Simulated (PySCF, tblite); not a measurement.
**C₅H₁₁BFN: geometry, infrared bands and NMR shifts**

Aim: predict the infrared bands and NMR shifts of C₅H₁₁BFN (`C#[N+][B@H-](CF)C(C)C`).

The runs use tblite 0.8.0 and PySCF 2.14.0, with density-fitted response routines of our own; the level of theory stands in each step. All values are computed, except where a source is named. Atoms are numbered from 0 throughout.

### Step 1. Starting geometry

19 atoms, charge 0, multiplicity 1; geometry from: force field or distance geometry start.

Bonds of the start (Å): C0–N1 1.16, N1–B2 1.47, B2–C3 1.59, C3–F4 1.37, B2–C5 1.60, C5–C6 1.51, C5–C7 1.49, C0–H8 1.07, B2–H9 1.21, C3–H10 1.13, C3–H11 1.10, C5–H12 1.12, C6–H13 1.12, C6–H14 1.12, C6–H15 1.10, C7–H16 1.13, C7–H17 1.11, C7–H18 1.09.

### Step 2. Relaxing the molecule with GFN2-xTB

What the job is given:

```
{"job": {"kind": "relax", "xc": "GFN2-xTB", "basis": "xTB"}, "charge": 0, "multiplicity": 1}
C      1.593900     1.853500     1.205700
N      1.201800     0.844100     0.803400
B      0.733200    -0.469000     0.337900
C      1.727300    -1.034000    -0.772800
F      2.369800    -0.023200    -1.427700
C     -0.793400    -0.439500    -0.123600
C     -1.675400    -0.117700     1.054500
C     -1.096700     0.523700    -1.222600
H      1.926900     2.805900     1.566000
H      0.780500    -1.234700     1.269800
H      2.505000    -1.622300    -0.208200
H      1.213600    -1.721600    -1.453500
H     -1.051400    -1.493500    -0.407000
H     -1.822000    -1.061000     1.645900
H     -1.274600     0.718100     1.688100
H     -2.642400     0.236100     0.654100
H     -1.745500    -0.030100    -1.966700
H     -1.736200     1.366600    -0.900200
H     -0.224100     0.907900    -1.750400
```

The run is started by

```console
> OMP_NUM_THREADS=1 python probes_run.py task.json out
```

One launch serves the whole session: the jobs run in the order shown.

**Question.** This job is followed by: GFN2-xTB harmonic vibrations, gas phase; GIAO PBE0/pcSseg-1 NMR shielding, non-relativistic, gas phase. What will the session give for the following? strongest single infrared mode (GFN2-xTB); zero-point energy (GFN2-xTB); ¹³C shifts against TMS (PBE0/pcSseg-1); ¹H shifts against TMS (PBE0/pcSseg-1, means over atoms taken as alike); ¹⁵N shifts against NH3 (PBE0/pcSseg-1); ¹¹B shifts against BF3·OEt2 (PBE0/pcSseg-1); ¹⁹F shifts against CFCl3 (PBE0/pcSseg-1).

As calculated:

```
                                                              quantity                                         value
                             strongest single infrared mode (GFN2-xTB)                         2232 cm⁻¹, 260 km/mol
                                          zero-point energy (GFN2-xTB)                                 96.6 kcal/mol
                                ¹³C shifts against TMS (PBE0/pcSseg-1)             111.7, 88.1, 27.1, 24.4, 19.0 ppm
¹H shifts against TMS (PBE0/pcSseg-1, means over atoms taken as alike)  4.81, 4.67, 4.24, 1.76, 1.20, 0.95, 0.94 ppm
                                ¹⁵N shifts against NH3 (PBE0/pcSseg-1)                                     236.8 ppm
                           ¹¹B shifts against BF3·OEt2 (PBE0/pcSseg-1)                                     -28.9 ppm
                              ¹⁹F shifts against CFCl3 (PBE0/pcSseg-1)                                    -294.1 ppm
```

In words: The optimisation took 104 steps and gained 0.689 eV; among the close pairs (by a distance rule), B2–C5 changed most, from 1.595 to 1.658 Å. All 51 modes are real, so the xTB geometry is a minimum. The strongest single mode, at 2232 cm⁻¹, moves mainly N1 and C0. GFN2-xTB is a fitted tight-binding method: band positions and strengths are rough. Its intensities can rank the bands wrongly. At PBE0/pcSseg-1: The widest tensor belongs to N1: span 482 ppm, with a paramagnetic part of -296 ppm.
